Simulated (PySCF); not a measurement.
# BRh: bond curves at several levels of theory

One job finds the state of BRh, follows it along the bond with each method and fits the curves.

Method: B x2c-TZVPPall, Rh x2c-TZVPPall, spin-free X2C with a Gaussian nucleus; program: PySCF 2.14.0.

## Step 1: Set-up

The job is set up so:

* atoms: B, Rh
* charge: 0
* basis: B x2c-TZVPPall, Rh x2c-TZVPPall
* Hamiltonian: spin-free X2C with a Gaussian nucleus
* basis functions: 110
* electrons treated: 50
* masses in u: 11.0093, 102.9055
* levels: PBE0, PBE, r²SCAN, BP86, r²SCAN0, BHandHLYP, PW91, ωB97X-V, HF, MP2, SCS-MP2, CCSD, CCSD(T)
* grid: 80 radial by 434 angular points
* occupations: held fixed by the projection of orbital angular momentum
* dissociation limit: B + Rh, each in its ground configuration
* starting distance in angstrom: 1.990
* values of 2S to try: 0, 2, 4, 6

The run is started by

```
OMP_NUM_THREADS=2 python dia.py task.json out
```

Further steps of the session: The PBE0 curve of the state that the search chose; Other states along the same grid; PBE; r²SCAN (meta-GGA); BP86 (GGA); r²SCAN0 (hybrid meta-GGA); BHandHLYP; PW91 (GGA); ωB97X-V; RHF (mean field); Adding correlation.

What does the calculation give? Wanted: for each run, Re; ωe; De; μ.

The runs gave:

Lowest PBE0 solution found, without spin–orbit coupling: ¹Σ⁺ (singlet), closed shell. State 2 has its PBE0 minimum 0.81 eV higher. State 3 has its PBE0 minimum 1.02 eV higher, as a spin-mixed determinant (⟨S²⟩ = 1.03), so this is no gap between pure states. State 4 has its PBE0 minimum 1.77 eV higher. The other levels ran on the lowest alone.

```csv
level,Re (Å),ωe (cm⁻¹),De (eV),μ (D)
RHF,1.638,1035,0.85,3.26
RHF-CCSD,1.668,1010,4.54,n/a
RHF-CCSD(T),1.693,956,5.29,n/a
PBE,1.695,944,6.01,2.91
PW91,1.694,945,6.02,2.89
BP86,1.697,941,5.90,2.84
r²SCAN,1.680,973,5.35,3.09
PBE0,1.671,986,5.13,3.03
r²SCAN0,1.661,1008,4.65,3.09
BHandHLYP,1.657,1006,3.98,3.03
ωB97X-V,1.665,1009,5.12,3.17
```

De is counted to B + Rh in their ground configurations. A positive dipole means B(−)Rh(+). No constants: RHF-MP2 (the points don't follow one smooth fit); RHF-SCS-MP2 (the points don't follow one smooth fit).

The methods spread over 0.059 Å in bond length, from RHF to BP86. Among the levels with a De in the table, it runs from 0.85 eV (RHF) to 6.02 eV (PW91).

Correlated steps freeze 15 core orbitals. T1 is 0.025 near the minimum (highest on the curve 0.058), which may point to more than one leading configuration. Spin–orbit coupling is left out.
